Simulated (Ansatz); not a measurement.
**SnO: response to strain**

SnO is deformed so: equal xx and yy strain of +2 %. What stress and forces result, by LAPW, PAW and all-electron datasets made for the crystal?

Program: Ansatz 0.2.0. Level of theory: DFT LDA, scalar-relativistic. These are calculated values, not measurements.

**1. Starting point**

It takes space group P4/nmm (No. 129, tetragonal). Conventional cell: a = 3.802 Å, b = 3.802 Å, c = 4.836 Å, α = 90.00°, β = 90.00°, γ = 90.00°. Sn (site symmetry 4mm) has 4 O at 2.22 Å as nearest neighbours. O (site symmetry -4m2) has 4 Sn at 2.22 Å as nearest neighbours.

Structure file:

```cif
data_structure
_symmetry_space_group_name_H-M 'P 1'
_symmetry_Int_Tables_number 1
_cell_length_a 3.8020
_cell_length_b 3.8020
_cell_length_c 4.8360
_cell_angle_alpha 90.000
_cell_angle_beta 90.000
_cell_angle_gamma 90.000
_cell_volume 69.91
loop_
_atom_site_label
_atom_site_type_symbol
_atom_site_fract_x
_atom_site_fract_y
_atom_site_fract_z
_atom_site_occupancy
Sn1 Sn 0.00000 0.50000 0.23850 1
Sn2 Sn 0.50000 0.00000 0.76150 1
O1 O 0.00000 0.00000 0.00000 1
O2 O 0.50000 0.50000 0.00000 1
```

Atoms are numbered in the order of the input: Sn1, Sn2, O3, O4.

**2. After the deformation**

Space group P4/nmm before, P4/nmm after.

**3. All-electron LAPW**

The input, input.yaml:

```yaml
crystal:
  lattice:
    - [3.87804, 0.0, 0.0]
    - [0.0, 3.87804, 0.0]
    - [0.0, 0.0, 4.836]
  atoms:
    - { symbol: Sn, position: [0.0, 0.5, 0.2385] }
    - { symbol: Sn, position: [0.5, 0.0, 0.7615] }
    - { symbol: O, position: [0.0, 0.0, 0.0] }
    - { symbol: O, position: [0.5, 0.5, 0.0] }
kpoints:
  mp_grid: { grid: [6, 6, 5] }
  band_path:
    path:
      - [0.0, 0.0, 0.0]
      - [0.0, 0.5, 0.0]
      - [0.5, 0.5, 0.0]
      - [0.0, 0.0, 0.0]
      - [0.0, 0.0, 0.5]
      - [0.0, 0.5, 0.5]
      - [0.5, 0.5, 0.5]
      - [0.0, 0.0, 0.5]
      - [0.0, 0.5, 0.0]
    npoints: 5
scf:
  occupations: { method: fermi_dirac, width: 0.02 }
hamiltonian:
  xc: lda
  pseudopotentials: { kind: all_electron, lapw: { basis_error: 0.0005 } }
output:
  forces: true
  stress: true
  eigenvalues: true
```

The run is started by

```sh
ansatz run input.yaml --threads 1 --pin off --max-ram 4096MiB --backend cpu --events-out ev --progress --plain --runs-dir out
```

**4. PAW on the default files**

The input, input.yaml:

```yaml
crystal:
  lattice:
    - [3.87804, 0.0, 0.0]
    - [0.0, 3.87804, 0.0]
    - [0.0, 0.0, 4.836]
  atoms:
    - { symbol: Sn, position: [0.0, 0.5, 0.2385] }
    - { symbol: Sn, position: [0.5, 0.0, 0.7615] }
    - { symbol: O, position: [0.0, 0.0, 0.0] }
    - { symbol: O, position: [0.5, 0.5, 0.0] }
kpoints:
  mp_grid: { grid: [6, 6, 5] }
scf:
  occupations: { method: fermi_dirac, width: 0.02 }
hamiltonian:
  xc: lda
  pseudopotentials: { kind: paw }
output:
  forces: true
  stress: true
  eigenvalues: true
  efg: { contact_densities: true }
```

**5. All-electron PAW on datasets made for the crystal**

input.yaml, as its differences from that of step 4:

```diff
@@ -16,3 +16,3 @@
   xc: lda
-  pseudopotentials: { kind: paw }
+  pseudopotentials: { kind: all_electron, datasets: crystal }
 output:
```

(Steps that only read results are left out.)

What does the calculation give? Wanted: pressure; largest shear or deviatoric stress.

**Answer**, as computed:

```
                                 quantity                                              value
                                 pressure  LAPW -6.41, PAW -6.40, crystal datasets -6.41 GPa
largest shear or deviatoric stress (LAPW)                                           1.60 GPa
```

What this shows: The largest part of the stress beyond the pressure is 1.60 GPa in size, in the zz component; the atoms are carried along and not relaxed. No run of the undeformed cell stands beside it, so the pressure holds what the given cell had before the change. PAW: stress within 0.02 GPa of LAPW, forces within 1 meV/Å. Crystal datasets: stress within 0.01 GPa of LAPW, forces within 1 meV/Å.
